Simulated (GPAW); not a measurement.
# ZrSiO (P4/nmm) in GPAW: further runs

Runs on ZrSiO. Level: PBEsol. Tasks: band structure.

All numbers are computed with GPAW 26.7.0; they aren't measurements. Logs are shortened: lines on timing, memory, paths and dates and some standing lists are left out, and cuts for length are marked. The log counts tension as positive stress, the text compression.

## (1) The crystal as given

It takes space group P4/nmm (No. 129, tetragonal). Conventional cell: a = 3.320 Å, b = 3.320 Å, c = 7.352 Å, α = 90.00°, β = 90.00°, γ = 90.00°. Zr (site symmetry 4mm) has 5 O at 2.23 to 2.42 Å as nearest neighbours. Si (site symmetry -4m2) has 4 Si at 2.35 Å as nearest neighbours. Around O (site symmetry 4mm) lie 5 Zr at 2.23 to 2.42 Å.

The cell comes from a database or a generator and needn't be the stable form of this composition.

## (2) Band structure, PBEsol

The input, run.py:

```python
from ase import Atoms
from ase.dft.bandgap import bandgap
from ase.io import write
from ase.units import GPa
from gpaw import GPAW, PW, setup_paths

setup_paths.insert(0, '.')

atoms = Atoms(['Zr', 'Zr', 'Si', 'Si', 'O', 'O'],
              cell=[[3.31999, 0.0, 0.0],
                    [0.0, 3.31999, 0.0],
                    [0.0, 0.0, 7.351845]],
              scaled_positions=[[0.5, 0.0, 0.30841],
                                [0.0, 0.5, 0.69159],
                                [0.0, 0.0, 0.0],
                                [0.5, 0.5, 0.0],
                                [0.5, 0.0, 0.611294],
                                [0.0, 0.5, 0.388706]],
              pbc=True)

calc = GPAW(mode=PW(800),
            xc='PBEsol',
            kpts={'size': (8, 8, 4), 'gamma': True},
            occupations={'name': 'fermi-dirac', 'width': 0.05},
            nbands=41,
            convergence={'density': 1e-05, 'energy': 1e-05},
            maxiter=150,
            txt='gpaw.txt')
atoms.calc = calc
energy = atoms.get_potential_energy()
forces = atoms.get_forces()
stress = atoms.get_stress()
calc.write('gs.gpw')
write('result.traj', atoms)
print(f'Energy: {energy:.6f} eV')
print('Forces (eV/A):')
print(forces.round(4))
print('Stress (GPa):', (stress / GPa).round(3))
print('Fermi level:', round(calc.get_fermi_level(), 4), 'eV')
print(f'Gap: {bandgap(calc)[0]:.4f} eV, direct: {bandgap(calc, direct=True)[0]:.4f} eV')

path = atoms.cell.bandpath('GXMGZRAZ,XR,MA', npoints=100, eps=1e-4)
bs_calc = calc.fixed_density(kpts=path, symmetry='off', nbands=61,
                             convergence={'bands': 'CBM+6.0', 'eigenstates': 1e-6}, txt='bands.txt')
bs = bs_calc.band_structure()
bs.write('bs.json')
print(f'Gap on the path: {bandgap(bs_calc)[0]:.4f} eV')
```

Potentials or basis: PAW data sets generated in the run's folder for this functional, pw.

Started as:

```sh
$ gpaw-setup -f PBEsol O Si Zr
$ OMP_NUM_THREADS=1 python run.py
```

gpaw.txt:

```text
__  _  _
 | _ |_)|_||  |
 |__||  | ||/\| - 26.7.0

Input parameters:
  mode=PW(ecut=800.0),
  convergence={'density': 1e-05, 'energy': 1e-05},
  kpts=MonkhorstPack(size=(8, 8, 4), gamma=True),
  maxiter=150,
  nbands=41,
  occupations=Occupations(name='fermi-dirac', width=0.05),
  xc=XC(name='PBEsol')

Diagonalizing LCAO Hamiltonian
Converting LCAO to pw mode
   .-------.
  /|       |
 * |       |
 | |       |
 |Zr       |
 | | O     |
 | |       |
 |O|       |
 | | Zr    |
 | .-------.
 |/   Si  /
 Si------*

Atoms  # Å, Bohr magnetons
|   | symbol |        x |        y |        z |    initial magnetic moments |
|---|--------|----------|----------|----------|-----------------------------|
| 0 |     Zr | 1.659995 | 0.000000 | 2.267383 | ( 0.0000,  0.0000,  0.0000) |
| 1 |     Zr | 0.000000 | 1.659995 | 5.084462 | ( 0.0000,  0.0000,  0.0000) |
| 2 |     Si | 0.000000 | 0.000000 | 0.000000 | ( 0.0000,  0.0000,  0.0000) |
| 3 |     Si | 1.659995 | 1.659995 | 0.000000 | ( 0.0000,  0.0000,  0.0000) |
| 4 |      O | 1.659995 | 0.000000 | 4.494139 | ( 0.0000,  0.0000,  0.0000) |
| 5 |      O | 0.000000 | 1.659995 | 2.857706 | ( 0.0000,  0.0000,  0.0000) |

Unit cell  # Å
| periodic |        x |        y |        z |  lengths |    angles |
|----------|----------|----------|----------|----------|-----------|
|      yes | 3.319990 | 0.000000 | 0.000000 | 3.319990 | 90.000000 |
|      yes | 0.000000 | 3.319990 | 0.000000 | 3.319990 | 90.000000 |
|      yes | 0.000000 | 0.000000 | 7.351845 | 7.351845 | 90.000000 |

Number of symmetries: 8
Symmetry operations  # r_c * U_cc + t_c -> r_c
|   | kind |            matrix            |
|---|------|------------------------------|
| 0 |  E   |  1, 0, 0,  0, 1, 0,  0, 0, 1 |
| 1 |  σ   |  1, 0, 0,  0,-1, 0,  0, 0, 1 |
| 2 |  C2  |  0, 1, 0,  1, 0, 0,  0, 0,-1 |
| 3 |  S4  |  0, 1, 0, -1, 0, 0,  0, 0,-1 |
| 4 |  S4  |  0,-1, 0,  1, 0, 0,  0, 0,-1 |
| 5 |  C2  |  0,-1, 0, -1, 0, 0,  0, 0,-1 |
| 6 |  σ   | -1, 0, 0,  0, 1, 0,  0, 0, 1 |
| 7 |  C2  | -1, 0, 0,  0,-1, 0,  0, 0, 1 |

BZ-sampling:
  Number of BZ points: 256
  Number of IBZ points: 45

  Monkhorst-Pack size: [8, 8, 4]
  Monkhorst-Pack shift: [0.0625, 0.0625, 0.125]

K-points  # in reciprocal-cell coordinates
|     |                                coordinates |     weight |
|-----|--------------------------------------------|------------|
|   0 | (  0.00000000,   0.00000000,   0.00000000) | 0.00390625 |
|   1 | (  0.00000000,   0.00000000,   0.25000000) | 0.00781250 |
|   2 | (  0.00000000,   0.00000000,   0.50000000) | 0.00390625 |
|   3 | (  0.12500000,   0.00000000,   0.00000000) | 0.01562500 |
|   4 | (  0.12500000,   0.00000000,   0.25000000) | 0.03125000 |
|   5 | (  0.12500000,   0.00000000,   0.50000000) | 0.01562500 |
|   6 | (  0.12500000,   0.12500000,   0.00000000) | 0.01562500 |
|   7 | (  0.12500000,   0.12500000,   0.25000000) | 0.03125000 |
|   8 | (  0.12500000,   0.12500000,   0.50000000) | 0.01562500 |
|   9 | (  0.25000000,   0.00000000,   0.00000000) | 0.01562500 |
| ... |                                            |            |
|  44 | (  0.50000000,   0.50000000,   0.50000000) | 0.00390625 |

Plane wave coefficients: 4190
Cutoff: 800.0 eV

Spin-components: 1 (collinear spins)
Bands:           41
Projectors:      32
Spin-degeneracy: 2
Datatype:        complex128

Parallelization:
  kpt:    1
  domain: 1
  band:   1

Density:
  Valence electrons: 44.0
  Components: 1
  Grid points: [24 24 48]
  Charge: 0.0  # |e|

Potential:
  Grid points: [24 24 48]

species:
  Zr:
    name:    Zirconium
    Z:       40.0
    valence: 12
    core:    28
    charge:  0.0  # [|e|]
    compensation charges:
      type: gauss
      rc: 0.40  # [Å]
      lmax: 2
    cutoffs:
      filter: 2.39  # [Å]
      core: 1.59  # [Å]
    projectors
    | kind |    occ | energy [eV] | rcut [Å] |
    |------|--------|-------------|----------|
    |   4s |  2.000 |     -54.429 |    1.323 |
    |   5s |  2.000 |      -4.463 |    1.323 |
    |   4p |  6.000 |     -32.434 |    1.334 |
    |   5p |  0.000 |      -1.454 |    1.334 |
    |   4d |  2.000 |      -3.613 |    1.244 |
    |    d |        |      23.598 |    1.244 |

    Using partial waves for Zr as LCAO basis

  Si:
    name:    Silicon
    Z:       14.0
    valence: 4
    core:    10
    charge:  0.0  # [|e|]
    compensation charges:
      type: gauss
      rc: 0.33  # [Å]
      lmax: 2
    cutoffs:
      filter: 1.86  # [Å]
      core: 2.06  # [Å]
    projectors
    | kind |    occ | energy [eV] | rcut [Å] |
    |------|--------|-------------|----------|
    |   3s |  2.000 |     -10.768 |    1.058 |
    |   3p |  2.000 |      -4.057 |    1.058 |
    |    s |        |      16.444 |    1.058 |
    |    p |        |      23.155 |    1.058 |
    |    d |        |       0.000 |    1.058 |

    Using partial waves for Si as LCAO basis

  O:
    name:    Oxygen
    Z:       8.0
    valence: 6
    core:    2
    charge:  0.0  # [|e|]
    compensation charges:
      type: gauss
      rc: 0.21  # [Å]
      lmax: 2
    cutoffs:
      filter: 1.17  # [Å]
      core: 0.83  # [Å]
    projectors
    | kind |    occ | energy [eV] | rcut [Å] |
    |------|--------|-------------|----------|
    |   2s |  2.000 |     -23.808 |    0.688 |
    |   2p |  4.000 |      -8.972 |    0.598 |
    |    s |        |       3.404 |    0.688 |
    |    p |        |      18.239 |    0.598 |
    |    d |        |       0.000 |    0.619 |

    Using partial waves for O as LCAO basis

Reference energy: -215487.029055  # eV

eigensolver:
  PPCG
  Converge bands: occupied
  niter=2

density mixing:
  MSR1-Mixer
  Pratt-step length: 0.05
  Maximum mixing coefficient: 0.75
  Old densities: 10
  SVD Regularization: 0.005
  Good broyden scale: 1.0
  Trust region scale: 1.0
  Backstep threshold: 4.0
  History deletion threshold: 6.0
  Fourier metric: weight=20.0, sigma=0.015

occupation numbers:
  Fermi-Dirac:
    width: 0.0500  # eV

poisson solver:
  ecut: 6400.0  # eV

xc functional:
  name: PBEsol with 2 nearest neighbor stencil

convergence criteria:
- Maximum integral of absolute [dens]ity change: 1e-05 electrons / valence electron
- Maximum [total energy] change in last 3 cyles: 1e-05 eV / valence electron
- Maximum integral of absolute [eigenst]ate change: 4e-08 eV^2 / valence electron
maximum number of iterations: 150

SCF iterations
|iter     | |      energy | eigst |  dens |
|---------|-|-------------|-------|-------|
|iter:   1| |  -52.313800 | +0.34 |       |
|iter:   2| |  -51.429297 | -1.41 | -0.95 |
|iter:   3| |  -49.593890 | -0.99 | -1.01 |
|iter:   4| |  -49.607671 | -2.16 | -1.49 |
|iter:   5| |  -49.587711 | -2.59 | -1.66 |
|iter:   6| |  -49.576880 | -3.07 | -1.86 |
|iter:   7| |  -49.576772 | -4.47 | -2.76 |
|iter:   8| |  -49.576779c| -5.83 | -3.38 |
|iter:   9| |  -49.576779c| -7.14 | -3.87 |
|iter:  10| |  -49.576779c| -8.28c| -4.63 |
|iter:  11| |  -49.576779c| -8.87c| -5.25c|

Converged in 11 steps
Energy contributions relative to reference atoms: (reference = -215487.029055)

Energy contributions:
  Kinetic:          33.074430
  Coulomb:         -35.219849
  Zero:              1.030286
  External:          0.000000
  Xc:              -48.458009
  Entropy:          -0.007276
  Spinorbit:         0.000000
  ----------------------------
  Free energy:     -49.580417
  Extrapolated:    -49.576779

dipole moment: (-28.669517, -28.669517, -31.945816)  # |e|*Ang

Fermi level: 10.678
Eigenvalues  # (at kpt = [0.000, 0.000, 0.000])
| band index |      eig [eV] | occ [0-2] |
|------------|---------------|-----------|
|          0 |       -39.360 |     2.000 |
|        ... |               |           |
|         15 |         6.492 |     2.000 |
|         16 |         6.492 |     2.000 |
|         17 |         7.595 |     2.000 |
|         18 |         7.840 |     2.000 |
|         19 |         8.102 |     2.000 |
|         20 |         8.102 |     2.000 |
|         21 |         8.505 |     2.000 |
|         22 |        10.608 |     1.600 |
|         23 |        11.416 |     0.000 |
|         24 |        11.877 |     0.000 |
|         25 |        11.877 |     0.000 |
|         26 |        12.431 |     0.000 |
|         27 |        12.677 |     0.000 |
|         28 |        13.076 |     0.000 |
|         29 |        13.784 |     0.000 |
|         30 |        13.828 |     0.000 |
|        ... |               |           |
|         40 |        26.696 |     0.000 |

No gap
No difference between direct/indirect transitions

Forces  # eV/Ang
|       x |       y |        z |
|---------|---------|----------|
| 0.00000 | 0.00000 |  0.40170 |  # Zr   0
| 0.00000 | 0.00000 | -0.40170 |  # Zr   1
| 0.00000 | 0.00000 |  0.00000 |  # Si   2
| 0.00000 | 0.00000 |  0.00000 |  # Si   3
| 0.00000 | 0.00000 | -0.12168 |  # O    4
| 0.00000 | 0.00000 |  0.12168 |  # O    5

Stress tensor  # eV/Ang^3
|        x |        y |        z |
|----------|----------|----------|
| 0.042462 | 0.000000 | 0.000000 |
| 0.000000 | 0.042462 | 0.000000 |
| 0.000000 | 0.000000 | 0.050661 |

# Writing to gs.gpw (mode='')
```

Run time: 5.8 min. Hardware: 1 thread of Arm Neoverse V2, shared host; peak memory 0.95 GiB.

Results:

* Free energy: -49.5804 eV
* Pressure: -7.2 GPa
* Largest force: 0.402 eV/Å
* Band gap along the path: none (metal or under the smearing width)

Forces in eV/Å, atoms in the order of the input:
```
Zr   0.000  0.000  0.402
Zr   0.000  0.000 -0.402
Si   0.000  0.000  0.000
Si   0.000  0.000  0.000
O    0.000  0.000 -0.122
O    0.000  0.000  0.122
```

Stress tensor (GPa, compression positive):
```
-6.80  0.00  0.00
 0.00 -6.80  0.00
 0.00  0.00 -8.12
```

Levels at the corners of the path, in eV from the Fermi level:
| point | band 18 | band 19 | band 20 | band 21 | band 22 | band 23 | band 24 | band 25 | band 26 | band 27 |
| --- | --- | --- | --- | --- | --- | --- | --- | --- | --- | --- |
| Γ | -3.08 | -2.84 | -2.58 | -2.58 | -2.17 | -0.07 | 0.74 | 1.20 | 1.20 | 1.75 |
| X | -5.50 | -2.21 | -2.21 | -0.28 | -0.28 | 0.21 | 0.21 | 2.46 | 2.46 | 2.96 |
| M | -5.70 | -4.64 | -4.64 | -2.44 | -2.44 | 1.77 | 1.77 | 1.79 | 1.79 | 2.99 |
| Γ | -3.08 | -2.84 | -2.58 | -2.58 | -2.17 | -0.07 | 0.74 | 1.20 | 1.20 | 1.75 |
| Z | -4.19 | -2.75 | -2.64 | -2.58 | -2.58 | 0.70 | 0.78 | 1.12 | 1.12 | 2.05 |
| R | -5.29 | -3.07 | -3.07 | -0.06 | -0.06 | 0.56 | 0.56 | 2.17 | 2.17 | 2.21 |
| A | -4.89 | -4.61 | -4.61 | -2.54 | -2.54 | 0.60 | 0.60 | 2.23 | 2.23 | 3.46 |
| Z | -4.19 | -2.75 | -2.64 | -2.58 | -2.58 | 0.70 | 0.78 | 1.12 | 1.12 | 2.05 |
| X | -5.50 | -2.21 | -2.21 | -0.28 | -0.28 | 0.21 | 0.21 | 2.46 | 2.46 | 2.96 |
| R | -5.29 | -3.07 | -3.07 | -0.06 | -0.06 | 0.56 | 0.56 | 2.17 | 2.17 | 2.21 |
| M | -5.70 | -4.64 | -4.64 | -2.44 | -2.44 | 1.77 | 1.77 | 1.79 | 1.79 | 2.99 |
| A | -4.89 | -4.61 | -4.61 | -2.54 | -2.54 | 0.60 | 0.60 | 2.23 | 2.23 | 3.46 |

## (3) Band structure, PBEsol, spin-orbit coupling, no magnetisation

Edit run.py of step 2 so:

```diff
@@ -1 +1,2 @@
+import numpy as np
 from ase import Atoms
@@ -5,2 +6,3 @@
 from gpaw import GPAW, PW, setup_paths
+from gpaw.spinorbit import soc_eigenstates
 
@@ -47 +49,7 @@
 print(f'Gap on the path: {bandgap(bs_calc)[0]:.4f} eV')
+
+soc = soc_eigenstates(bs_calc, theta=90, phi=0)
+np.savetxt('soc_bands.dat', soc.eigenvalues(), fmt='%.4f')
+mesh = soc_eigenstates('gs.gpw', theta=90, phi=0)
+np.savetxt('soc_mesh.dat', mesh.eigenvalues(), fmt='%.4f')
+print('Fermi level with spin-orbit coupling:', round(mesh.fermi_level, 4), 'eV')
```

Potentials or basis: PAW data sets generated in the run's folder for this functional, pw.

Started as:

```sh
$ gpaw-setup -f PBEsol O Si Zr
$ OMP_NUM_THREADS=1 python run.py
```

gpaw.txt:

```text
__  _  _
 | _ |_)|_||  |
 |__||  | ||/\| - 26.7.0

Input parameters:
  mode=PW(ecut=800.0),
  convergence={'density': 1e-05, 'energy': 1e-05},
  kpts=MonkhorstPack(size=(8, 8, 4), gamma=True),
  maxiter=150,
  nbands=41,
  occupations=Occupations(name='fermi-dirac', width=0.05),
  xc=XC(name='PBEsol')

Diagonalizing LCAO Hamiltonian
Converting LCAO to pw mode
   .-------.
  /|       |
 * |       |
 | |       |
 |Zr       |
 | | O     |
 | |       |
 |O|       |
 | | Zr    |
 | .-------.
 |/   Si  /
 Si------*

Atoms  # Å, Bohr magnetons
|   | symbol |        x |        y |        z |    initial magnetic moments |
|---|--------|----------|----------|----------|-----------------------------|
[... 193 lines left out ...]
|iter:   9| |  -49.576779c| -7.14 | -3.87 |
|iter:  10| |  -49.576779c| -8.28c| -4.63 |
|iter:  11| |  -49.576779c| -8.87c| -5.25c|

Converged in 11 steps
Energy contributions relative to reference atoms: (reference = -215487.029055)

Energy contributions:
  Kinetic:          33.074430
  Coulomb:         -35.219849
  Zero:              1.030286
  External:          0.000000
  Xc:              -48.458009
  Entropy:          -0.007276
  Spinorbit:         0.000000
  ----------------------------
  Free energy:     -49.580417
  Extrapolated:    -49.576779

dipole moment: (-28.669517, -28.669517, -31.945816)  # |e|*Ang

Fermi level: 10.678
Eigenvalues  # (at kpt = [0.000, 0.000, 0.000])
| band index |      eig [eV] | occ [0-2] |
|------------|---------------|-----------|
|          0 |       -39.360 |     2.000 |
|        ... |               |           |
|         15 |         6.492 |     2.000 |
|         16 |         6.492 |     2.000 |
|         17 |         7.595 |     2.000 |
|         18 |         7.840 |     2.000 |
|         19 |         8.102 |     2.000 |
|         20 |         8.102 |     2.000 |
[... 8 lines left out ...]
|         29 |        13.784 |     0.000 |
|         30 |        13.828 |     0.000 |
|        ... |               |           |
|         40 |        26.696 |     0.000 |

No gap
No difference between direct/indirect transitions

Forces  # eV/Ang
|       x |       y |        z |
|---------|---------|----------|
| 0.00000 | 0.00000 |  0.40170 |  # Zr   0
| 0.00000 | 0.00000 | -0.40170 |  # Zr   1
| 0.00000 | 0.00000 |  0.00000 |  # Si   2
| 0.00000 | 0.00000 |  0.00000 |  # Si   3
| 0.00000 | 0.00000 | -0.12168 |  # O    4
| 0.00000 | 0.00000 |  0.12168 |  # O    5

Stress tensor  # eV/Ang^3
|        x |        y |        z |
|----------|----------|----------|
| 0.042462 | 0.000000 | 0.000000 |
| 0.000000 | 0.042462 | 0.000000 |
| 0.000000 | 0.000000 | 0.050661 |

# Writing to gs.gpw (mode='')
```

bands.txt:

```text
Diagonalizing LCAO Hamiltonian
Converting LCAO to pw mode
convergence criteria:
- Maximum integral of absolute [eigenst]ate change: 1e-06 eV^2 / valence electron
maximum number of iterations: 150

SCF iterations
|iter     | |      energy | eigst |  dens |
|---------|-|-------------|-------|-------|
|iter:   1| |             | +1.23 |       |
[... 106 lines left out ...]
         [0.        , 0.5       , 0.4       ],
         [0.        , 0.5       , 0.5       ],
         [0.5       , 0.5       , 0.        ],
         [0.5       , 0.5       , 0.1       ],
         [0.5       , 0.5       , 0.2       ],
         [0.5       , 0.5       , 0.3       ],
         [0.5       , 0.5       , 0.4       ],
         [0.5       , 0.5       , 0.5       ]])),
  maxiter=150,
  nbands=61,
  occupations=Occupations(name='fermi-dirac', width=0.05),
  symmetry=Symmetry(point_group=False, time_reversal=False),
  xc=XC(name='PBEsol')
```

Wall time 5.8 min (1 thread of Arm Neoverse V2, shared host); peak memory 1.1 GiB.

What came out:

```
Free energy             : -49.5804 eV
Pressure                : -7.2 GPa
Largest force           : 0.402 eV/Å
Band gap along the path : none (metal or under the smearing width)
```

Forces on the atoms (eV/Å):
```
Zr   0.000  0.000  0.402
Zr   0.000  0.000 -0.402
Si   0.000  0.000  0.000
Si   0.000  0.000  0.000
O    0.000  0.000 -0.122
O    0.000  0.000  0.122
```

Stress tensor (GPa, compression positive):
```
-6.80  0.00  0.00
 0.00 -6.80  0.00
 0.00  0.00 -8.12
```

Levels at the corners of the path, in eV from the Fermi level:
```tsv
point	band 40	band 41	band 42	band 43	band 44	band 45	band 46	band 47	band 48	band 49
Γ	-2.58	-2.57	-2.57	-2.17	-2.17	-0.07	-0.07	0.74	0.74	1.17
X	-2.21	-0.28	-0.28	-0.28	-0.28	0.21	0.21	0.21	0.21	2.46
M	-4.63	-2.44	-2.44	-2.44	-2.44	1.74	1.74	1.74	1.74	1.82
Γ	-2.58	-2.57	-2.57	-2.17	-2.17	-0.07	-0.07	0.74	0.74	1.17
Z	-2.64	-2.58	-2.58	-2.57	-2.57	0.69	0.69	0.78	0.78	1.09
R	-3.07	-0.06	-0.06	-0.06	-0.06	0.56	0.56	0.56	0.56	2.17
A	-4.60	-2.54	-2.54	-2.54	-2.54	0.60	0.60	0.60	0.60	2.23
Z	-2.64	-2.58	-2.58	-2.57	-2.57	0.69	0.69	0.78	0.78	1.09
X	-2.21	-0.28	-0.28	-0.28	-0.28	0.21	0.21	0.21	0.21	2.46
R	-3.07	-0.06	-0.06	-0.06	-0.06	0.56	0.56	0.56	0.56	2.17
M	-4.63	-2.44	-2.44	-2.44	-2.44	1.74	1.74	1.74	1.74	1.82
A	-4.60	-2.54	-2.54	-2.54	-2.54	0.60	0.60	0.60	0.60	2.23
```

Caveat: spin-orbit coupling was added after a scalar SCF, so levels and gaps hold it while energy, forces, pressure and moments don't; this program's spin-orbit splittings come out too wide for heavy elements.
